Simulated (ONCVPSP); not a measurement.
**Oxygen: generating and testing an ONCV potential**

Task: generate the file, and judge it by its errors in other configurations, its logarithmic derivatives, its ghosts and its cutoff.

Method: ONCVPSP 4.0.1, PBE, scalar-relativistic.

### 1 The atom and the settings

Typed settings, in words:

```json
{"element": "oxygen (O, Z = 8)", "type": "optimised norm-conserving Vanderbilt (ONCV)", "frozen core": "[He]", "valence charge": "6", "reference configuration": "2s2 2p4", "partial waves": "2s: rc 0.60 bohr, ncon 5, nbas 9, qcut 9.6 1/bohr, 1 projector; 2p: rc 1.00 bohr, ncon 4, nbas 8, qcut 7 1/bohr, 2 projectors, debl 3.7 Ha; d scattering state at 0.06 Ha: rc 1.05 bohr, ncon 4, nbas 7, qcut 8.4 1/bohr, 2 projectors, debl 1.8 Ha", "local potential": "polynomial inside 0.60 bohr (lpopt 5, dvloc0 0 Ha)", "core correction": "polynomial model core, fcfact 0.35"}
```

An earlier all-electron run gives the scale for the radii.

All-electron outer shells of the reference configuration (PBE, scalar-relativistic, ld1.x):

```tsv
shell	level (eV)	outermost node (bohr)	outermost maximum (bohr)
1s	-514.70	–	0.13
2s	-23.96	0.28	0.87
2p	-9.03	–	0.82
```

### 2 The generation run

Input file O.dat:

```
# ATOM AND REFERENCE CONFIGURATION
# atsym  z   nc   nv     iexc    psfile
  O 8.00    1    2        4      upf
#
#   n    l    f
    1    0    2.00
    2    0    2.00
    2    1    4.00
#
# PSEUDOPOTENTIAL AND OPTIMIZATION
# lmax
    2
#
#   l,   rc,      ep,       ncon, nbas, qcut
    0    0.60    0.00    5    9    9.60
    1    1.00    0.00    4    8    7.00
    2    1.05    0.06    4    7    8.40
#
# LOCAL POTENTIAL
# lloc, lpopt,  rc(5),   dvloc0
    4    5    0.60    0.00
#
# VANDERBILT-KLEINMAN-BYLANDER PROJECTORs
# l, nproj, debl
    0    1    2.10
    1    2    3.70
    2    2    1.80
#
# MODEL CORE CHARGE
# icmod, fcfact, rcfact
    1    0.35    0.00
#
# LOG DERIVATIVE ANALYSIS
# epsh1, epsh2, depsh
   -2.00    5.00    0.02
#
# OUTPUT GRID
# rlmax, drl
    6.00    0.01
#
# TEST CONFIGURATIONS
# ncnf
    4
# nvcnf
#   n    l    f
    2
    2    0    2.00
    2    1    3.00
#
    2
    2    0    2.00
    2    1    2.00
#
    2
    2    0    2.00
    2    1    1.00
#
    2
    2    0    1.00
    2    1    4.00
#
```

On the command line:

```sh
oncvpsp.x < O.dat > O.out
```

Q: Predict the outcome of this session. Wanted: cutoffs for 1 and 0.1 mHa per electron, occupied waves; bound ghosts; GHOST(+) flags; largest test error; largest phase difference near zero energy, channels read; rms error of d²Exc/dn², without and with the model core.

**Answer**, as computed:

```
                                                quantity                  value
  cutoffs for 1 and 0.1 mHa per electron, occupied waves      549 Ha and 645 Ha
                                            bound ghosts             none found
                                          GHOST(+) flags     none at low energy
                            largest test error (AE − PS)  +433 meV, for 2s2 2p1
largest phase difference near zero energy, channels read              0.006 rad
 rms error of d²Exc/dn², without and with the model core      1.76 and 1.58 mHa
```

**Reading.** The worst unpolarised test, 2s2 2p1, is off by 433 meV on 103.9 eV; by total energies transferability rates as poor. That test lies far up in energy; among those under 40 eV, nearer to bonding, the largest error is 11 meV. By its cutoff, 549 Ha for the looser tolerance, it is very hard. At the looser tolerance the 2s wave is the slowest; 2p needs 179 Ha. The program's ghost test flags no bound state. Near zero energy the phases of the channels with partial waves agree within 0.006 rad.
